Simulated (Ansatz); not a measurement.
# SnTe3: the cost of one run

Program: Ansatz 0.2.0. Level of theory: DFT PBE, scalar-relativistic, plane waves, PAW. These are calculated values, not measurements.

4 further runs of the same task are left out: 3 that didn't finish, 1 set aside as unsound or not needed.

**1. Starting point**

Symmetry: Im-3m, No. 229, cubic system. Conventional cell: a = 6.417 Å, b = 6.417 Å, c = 6.417 Å, α = 90.00°, β = 90.00°, γ = 90.00°. Sn (site symmetry m-3m) is surrounded by 6 Te at 3.21 Å. Te (site symmetry 4/mmm) is surrounded by 2 Sn at 3.21 Å and 4 Te at 3.21 Å.

As a file:

```
Sn Te
1.0
    -3.20830    3.20830    3.20830
     3.20830   -3.20830    3.20830
     3.20830    3.20830   -3.20830
Sn Te
1 3
Direct
  0.00000 0.00000 0.00000
  0.00000 0.50000 0.50000
  0.50000 0.00000 0.50000
  0.50000 0.50000 0.00000
```

The cell was relaxed beforehand at this level, from a database cell with other species swapped in; it is a trial structure. At a tolerance of 0.05 Å it has space group Im-3m (No. 229); it has 33.02 Å³/atom, an uncorrected energy of -0.10 eV/atom over the elements and, on its mesh, gap none (metal).

**2. Volume × 0.97**

Input file input.yaml:

```yaml
crystal:
  lattice:
    - [-3.1758871162, 3.1758871162, 3.1758871162]
    - [3.1758871162, -3.1758871162, 3.1758871162]
    - [3.1758871162, 3.1758871162, -3.1758871162]
  atoms:
    - { symbol: Sn, position: [0.0, 0.0, 0.0] }
    - { symbol: Te, position: [0.0, 0.5, 0.5] }
    - { symbol: Te, position: [0.5, 0.0, 0.5] }
    - { symbol: Te, position: [0.5, 0.5, 0.0] }
basis:
  ecutwfc: 420
kpoints:
  mp_grid: { grid: [10, 10, 10] }
hamiltonian:
  xc: pbe
scf:
  occupations: { method: gaussian, width: 0.1 }
output:
  forces: true
  stress: true
  eigenvalues: true
```

The run is started by

```
$ ansatz run input.yaml --threads 1 --pin off --max-ram 2560MiB --backend cpu --events-out ev --progress --plain --runs-dir out
```

**Question.** How long does this run take on 1 thread of Intel Xeon at 2.70GHz, shared host, and how much memory does it need?

About 12 s, with a peak of 0.51 GiB.
